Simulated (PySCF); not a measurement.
# C7H6O3: the cost of one run

Programs: PySCF 2.14.0, with routines of our own; each step states its level. All values are computed. Atoms count from 0.

### 1 The system as given

16 atoms, charge -1, multiplicity 2; geometry from: GFN2-xTB.

### 2 Open-shell or spin-flip excitations: unrestricted TDA PBE0/def2-SVP in toluene

What the job is given:

```
{"job": {"kind": "uabs", "xc": "PBE0", "basis": "def2-SVP", "nstates": 10, "tda": true, "solvent": "toluene", "pol": false}, "charge": -1, "multiplicity": 2}
O      0.678999    -1.822943     1.223062
C     -0.020351    -0.913527     0.680852
C     -1.430370    -0.810808     0.915345
C     -2.200188     0.156687     0.353765
C     -1.651940     1.158394    -0.524098
O     -2.354459     2.056823    -1.046452
C     -0.235913     1.049056    -0.758163
C      0.544667     0.080851    -0.202398
C      2.014351    -0.009191    -0.541739
O      2.818590    -0.521451     0.490492
H     -1.867189    -1.553176     1.573591
H     -3.264265     0.203212     0.554614
H      0.209296     1.784735    -1.419110
H      2.120121    -0.651008    -1.441570
H      2.405488     0.983196    -0.802844
H      2.225567    -1.181907     0.933242
```

Method: unrestricted TDA PBE0/def2-SVP, vertical, IEF-PCM toluene (non-equilibrium linear response), core orbitals frozen in the response.

Launch:

```bash
OMP_NUM_THREADS=1 python excited_run.py task.json out
```

One launch serves the whole session: the jobs run in the order shown.

Q: Estimate the wall time and peak memory of this first job on 1 thread of Arm Neoverse V1, shared host.

About 52 s, with a peak of 0.75 GiB.
